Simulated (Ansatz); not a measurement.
# C₂H₆O₂Si: up Jacob's ladder to CCSD(T)

An exercise on one series of results from a longer session: the logs are not shown, and one member is left open.

Program: Ansatz 0.2.0, Gaussian basis. Level of theory: functionals in def2-TZVPP, the program's frozen cores in correlated methods. These are calculated values, not measurements.

The runs, in order: PBE-D4, r2SCAN-D4, PBE0-D4, B3LYP-D4, ωB97X-V, ωB97M-V, B2PLYP; CCSD(T)/def2-TZVPP; MP2/def2-QZVPP; extrapolation to the limit.

### The geometry

All runs share one geometry, relaxed beforehand with PBE0-D4 in a triple-zeta def2 set.

SMILES `O=C(O)C[SiH3]`, 11 atoms, charge 0, spin multiplicity 1.

Atoms are counted from 1 here; the program's logs count them from 0.

Bond lengths: O1–C2 1.203 Å, C2–O3 1.343 Å, C2–C4 1.496 Å, O3–H6 0.968 Å, C4–Si5 1.886 Å, C4–H7 1.095 Å, C4–H8 1.095 Å, Si5–H9 1.488 Å, Si5–H10 1.483 Å, Si5–H11 1.483 Å. Angles: O1–C2–O3 122.3°, O1–C2–C4 125.0°, O3–C2–C4 112.7°, C2–O3–H6 106.6°, C2–C4–Si5 111.8°, C2–C4–H7 108.8°, C2–C4–H8 108.8°, Si5–C4–H7 110.9°, Si5–C4–H8 111.0°, H7–C4–H8 105.3°, C4–Si5–H9 107.5°, C4–Si5–H10 110.6°, C4–Si5–H11 110.6°, H9–Si5–H10 108.8°, H9–Si5–H11 108.8°, H10–Si5–H11 110.5°.

As a file:

```xyz
11
C2H6O2Si
O     0.98245    0.44501    1.48538
C     0.03361    0.84227    0.86126
O    -0.64850    1.94363    1.21643
C    -0.51814    0.19323   -0.36906
Si    0.45238   -1.35410   -0.84004
H    -0.22149    2.28890    2.01353
H    -0.51144    0.92280   -1.18510
H    -1.57375   -0.04209   -0.20055
H    -0.17488   -1.92001   -2.06535
H     1.86385   -1.01306   -1.13927
H     0.38141   -2.36359    0.24347
```

The first run:

Input file in.yaml:

```yaml
crystal:
  periodic: [false, false, false]
  atoms:
    - {symbol: O, position_ang: [0.982452, 0.445012, 1.485380]}
    - {symbol: C, position_ang: [0.033609, 0.842272, 0.861262]}
    - {symbol: O, position_ang: [-0.648501, 1.943634, 1.216433]}
    - {symbol: C, position_ang: [-0.518139, 0.193226, -0.369060]}
    - {symbol: Si, position_ang: [0.452384, -1.354095, -0.840044]}
    - {symbol: H, position_ang: [-0.221489, 2.288904, 2.013528]}
    - {symbol: H, position_ang: [-0.511439, 0.922796, -1.185096]}
    - {symbol: H, position_ang: [-1.573749, -0.042093, -0.200554]}
    - {symbol: H, position_ang: [-0.174884, -1.920006, -2.065346]}
    - {symbol: H, position_ang: [1.863846, -1.013059, -1.139269]}
    - {symbol: H, position_ang: [0.381412, -2.363593, 0.243467]}
basis:
  gaussian: {orbitals: def2-TZVPP}
hamiltonian: {xc: pbe, dispersion: d4}
output: {forces: true, orbitals: {seedname: orbitals}}
```

Run with:

```
> ansatz run in.yaml --threads 4 --pin off --events-out ev --progress --plain --max-ram 10444MiB
```

Steps of the session up to this table: PBE-D4 (GGA); r2SCAN-D4 (meta-GGA); PBE0-D4 (hybrid); B3LYP-D4 (hybrid); ωB97X-V (range-separated); ωB97M-V (range-separated); B2PLYP (double hybrid); CCSD(T) in def2-TZVPP; MP2 in def2-QZVPP.

One table of the session follows, with a row left open; its other results are not shown here.

```
            method  atomisation energy (kJ/mol)
            PBE-D4                       4327.0
         r2SCAN-D4                       4247.6
           PBE0-D4                       4229.4
          B3LYP-D4                       4224.3
           ωB97X-V                       4249.6
           ωB97M-V                       4247.0
            B2PLYP                            ?
     HF/def2-TZVPP                       3024.5
    MP2/def2-TZVPP                       4203.9
   CCSD/def2-TZVPP                       4051.4
CCSD(T)/def2-TZVPP                       4120.7
           MP2/CBS                       4315.4
       CCSD(T)/CBS                       4232.2
```

Estimate the missing values for B2PLYP.

As computed: atomisation energy (kJ/mol): 4185.9. In the column «atomisation energy (kJ/mol)» it lies between CCSD(T)/def2-TZVPP (4120.7) and MP2/def2-TZVPP (4203.9).

Caveats from the session: Free atoms (2 O, 2 C, 1 Si, 6 H) were run apart at each level; the atomisation energy is their sum less the molecule, without zero-point or spin-orbit terms.
